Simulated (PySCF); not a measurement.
Molecule: COGeFH3, in a box.

```xyz
7
Lattice="12.0000 0.0000 0.0000 0.0000 13.0000 0.0000 0.0000 0.0000 12.0000" Properties=species:S:1:pos:R:3 pbc="T T T"
C     5.5199    7.4335    6.4799
O     6.4855    7.5598    5.4904
Ge    7.4646    6.2642    4.6793
F     7.0005    4.9838    5.7237
H     5.4834    6.3910    6.8987
H     5.8263    8.0785    7.3173
H     4.5352    7.7512    6.1999
```

The cell isn't the ideal one: atoms moved at random, drawn with an rms of 0.05 Å.

Base run:

```yaml
Program: PySCF 2.14.0
Functional: r2SCANh
Potentials_or_basis: 6-31g* (all-electron)
k_mesh: 1 × 1 × 1
Occupations: fixed
Spin: no spin polarisation
```

Its results: gap between the frontier levels 5.13 eV.

Q: After a change of settings the same cell gave: gap between the frontier levels 3.96 eV. Which change was it?
A. functional from r2SCANh to B3PW91
B. functional from r2SCANh to BP86; dispersion from none to D3
C. functional from r2SCANh to revTPSS

A: B.

Caveats: this is a molecule in a periodic box at the Γ point, so its band gap is the HOMO-LUMO gap; relativity is left out, which matters for the heavier elements; the basis of atomic orbitals isn't converged, which shifts pressures, moduli and gaps.

Runs at the PBE level aren't shown here.
